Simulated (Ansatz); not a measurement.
# H23NO10: the cost of one run

All numbers below are computed with Ansatz 0.2.0 (DFT r2SCAN+D3(BJ), plane waves, PAW, scalar-relativistic, no spin polarisation).

## Step 1: The system as given

The cell holds 34 atoms (H23NO10): a = 6.473 Å, b = 6.473 Å, c = 6.473 Å, α = 90.00°, β = 90.00°, γ = 90.00°.

Its coordinates follow in the input file.

## Step 2: Relaxing the start

File input.yaml:

```yaml
accuracy: low
crystal:
  lattice:
    - [6.472865, 0.0, 0.0]
    - [0.0, 6.472865, 0.0]
    - [0.0, 0.0, 6.472865]
  atoms:
    - { symbol: O, position: [0.3512653, 0.7170778, 0.2581065] }
    - { symbol: H, position: [0.3230311, 0.8520438, 0.1999898] }
    - { symbol: H, position: [0.3225092, 0.6225422, 0.1457381] }
    - { symbol: O, position: [0.1278658, 0.1573536, 0.1885692] }
    - { symbol: H, position: [0.1072687, 0.2760316, 0.0997895] }
    - { symbol: H, position: [0.0436074, 0.0505135, 0.1263098] }
    - { symbol: O, position: [0.6884, 0.3898298, 0.1151756] }
    - { symbol: H, position: [0.6872273, 0.3161062, -0.0150318] }
    - { symbol: H, position: [0.7731592, 0.3045836, 0.2042794] }
    - { symbol: O, position: [0.8613081, 0.8542346, 0.7517608] }
    - { symbol: H, position: [0.8819454, 0.7079972, 0.7276926] }
    - { symbol: H, position: [0.7275209, 0.8824033, 0.6909493] }
    - { symbol: O, position: [0.5366654, 0.1018385, 0.349076] }
    - { symbol: H, position: [0.3873657, 0.0920718, 0.3469004] }
    - { symbol: H, position: [0.5630993, 0.2430218, 0.3910173] }
    - { symbol: O, position: [0.9388802, 0.5459874, 0.4671674] }
    - { symbol: H, position: [0.9487344, 0.5487433, 0.317883] }
    - { symbol: H, position: [0.8123676, 0.4706175, 0.4937094] }
    - { symbol: O, position: [0.2689722, 0.741922, 0.6511887] }
    - { symbol: H, position: [0.3147387, 0.8698861, 0.5885695] }
    - { symbol: H, position: [0.2199059, 0.660569, 0.5355828] }
    - { symbol: O, position: [0.2316674, 0.2455674, 0.6014154] }
    - { symbol: H, position: [0.2211326, 0.3642963, 0.5109555] }
    - { symbol: H, position: [0.3790454, 0.2248475, 0.6169369] }
    - { symbol: O, position: [0.5707462, 0.8663364, 0.9629023] }
    - { symbol: H, position: [0.5607635, 0.9865525, 0.8743643] }
    - { symbol: H, position: [0.5745814, 0.7512345, 0.867365] }
    - { symbol: O, position: [0.8731017, 0.0158051, 0.4752417] }
    - { symbol: H, position: [0.8751599, 0.1113908, 0.3601345] }
    - { symbol: H, position: [0.9667366, -0.0931821, 0.4334703] }
    - { symbol: "N", position: [0.4597272, 0.4726839, 0.8981303] }
    - { symbol: H, position: [0.4017535, 0.6162671, 0.9245646] }
    - { symbol: H, position: [0.5258961, 0.4772817, 0.7557351] }
    - { symbol: H, position: [0.3360309, 0.3765861, 0.8862853] }
basis:
  ecutwfc: 500.0
kpoints:
  mp_grid: { grid: [1, 1, 1] }
hamiltonian:
  xc: r2scan
  dispersion: d3bj
scf:
  occupations: { method: fermi_dirac, width: 0.02 }
  lower_state_search: "off"
relax:
  f_tol: 0.3
  max_steps: 15
  adjacent_minimum: "off"
```

Launch:

```bash
$ ansatz run input.yaml --threads 1 --pin off --max-ram 3072MiB --backend cpu --events-out ev --progress --plain --runs-dir out
```

**Question.** How long does this run take on 1 thread of Arm Neoverse V1, shared host, and how much memory does it need?

About 3.5 min, with a peak of 0.55 GiB.
